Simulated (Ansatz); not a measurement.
# Fe: the cost of one run

Computed with Ansatz 0.2.0 (DFT r2SCAN, PAW, plane waves, scalar-relativistic, unless a step's input says otherwise).

### Step 1. The starting structure

The structure is cubic, space group Im-3m (No. 229). Conventional cell: a = 2.863 Å, b = 2.863 Å, c = 2.863 Å, α = 90.00°, β = 90.00°, γ = 90.00°. Fe (site symmetry m-3m) has 8 Fe at 2.48 Å as nearest neighbours.

Structure file:

```
Fe
1.0
     0.00000    0.00000   -2.86284
     2.86284   -2.86284    0.00000
    -1.43142   -1.43142    1.43142
Fe
2
Direct
  0.00000 0.00000 0.00000
  0.50000 0.50000 0.00000
```

Atoms are counted from 1 in the order of input.yaml (Fe2 and so on).

Known so far: 9 plain starts ended in 3 states. The lowest came from “moments ++ scaled by 0.5, plain SCF [Fe1 2.00, Fe2 2.00 μB]”: ferromagnetic, site moments Fe1 2.80, Fe2 2.80 μB, total 5.30 μB per cell, no gap on the k-mesh, free energy -8971.8079 eV.

Runs to come: parallel moments, default search for lower states; opposed moments +-, default search for lower states; the moments typed in its input, symmetry off, plain SCF; the moments typed in its input, standard search for lower states; the moments typed in its input, symmetry off, default search.

A plain SCF has the search for lower states switched off and ends at the first converged state. The default search lets the program follow hints of a lower state (another filling of open shells, a soft direction), where it sees any. The standard and full searches may also try other magnetic orders and fillings, and need not reach the lowest state. With a search on, the program may also reshape the start on open shells. Ends within 0.2 meV/atom and 0.1 μB count as one state.

Moments by site are taken inside atomic spheres; the rest lies between them.

### Step 2. Parallel moments, default search for lower states

Contents of input.yaml:

```yaml
crystal:
  lattice:
    - [0.0, 0.0, -2.86284]
    - [2.86284, -2.86284, 0.0]
    - [-1.43142, -1.43142, 1.43142]
  atoms:
    - { symbol: Fe, position: [0.0, 0.0, 0.0], spin: 4.0 }
    - { symbol: Fe, position: [0.5, 0.5, 0.0], spin: 4.0 }
magnetization:
  spin_polarized: true
hamiltonian:
  xc: r2scan
  pseudopotentials: { kind: paw }
basis:
  ecutwfc: 500
kpoints:
  mp_grid: { grid: [12, 7, 14] }
scf:
  occupations: { method: fermi_dirac, width: 0.1 }
output:
  forces: true
  stress: true
```

**Question.** How long does this run take on 2 threads of an x86-64 CPU, shared host, and how much memory does it need?

About 36 s, with a peak of 0.75 GiB.
